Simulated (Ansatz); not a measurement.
**ZrO+ (quartet): from Hartree-Fock to the top rungs, def2-TZVPP**

The task here is to estimate one member of a computed series from the others.

Computed with Ansatz 0.2.0, Gaussian basis. Level: def2-TZVPP, core rule «outside noble gas», up to 5 orbitals frozen.

To be run: UHF; ROHF; CCSD(T) on UHF.

### The system

The geometry is a PBE0/def2-TZVP stationary point (not a proven minimum). No spin-orbit coupling is included. Elements past krypton take def2 core potentials.

2 atoms, charge 1, spin multiplicity 4.

Atoms are counted from 1 here; the program's logs count them from 0.

Bond lengths: Zr1–O2 1.915 Å.

Set-up of the first run:

in.yaml

```yaml
crystal:
  periodic: [false, false, false]
  atoms:
    - {symbol: Zr, position_ang: [0.000000, 0.000000, 0.000000]}
    - {symbol: O, position_ang: [0.000000, 0.000000, 1.915000]}
basis:
  gaussian: {orbitals: def2-TZVPP}
total_charge: 1
magnetization: {spin_polarized: true, initial_magnetization: 3}
hamiltonian: {xc: hf}
output: {orbitals: {seedname: orbitals}}
```

Run with:

```console
> ansatz run in.yaml --threads 1 --pin off --events-out ev --progress --plain --max-ram 3968MiB --backend cpu
```

Among the steps run: UHF; ROHF; CCSD(T) on UHF.

One table of the session follows, with a row left open; its other results are not shown here.

```
  method  from UCCSD(T) (meV)
    ROHF              +7016.5
     UHF              +6814.2
    UMP2               +601.9
   UCCSD                    ?
UCCSD(T)                    0
```

Q: Estimate the row for UCCSD from the others.

The run gave: from UCCSD(T) (meV): +288.4. In the column «from UCCSD(T) (meV)» it lies between UCCSD(T) (0) and UMP2 (+601.9).
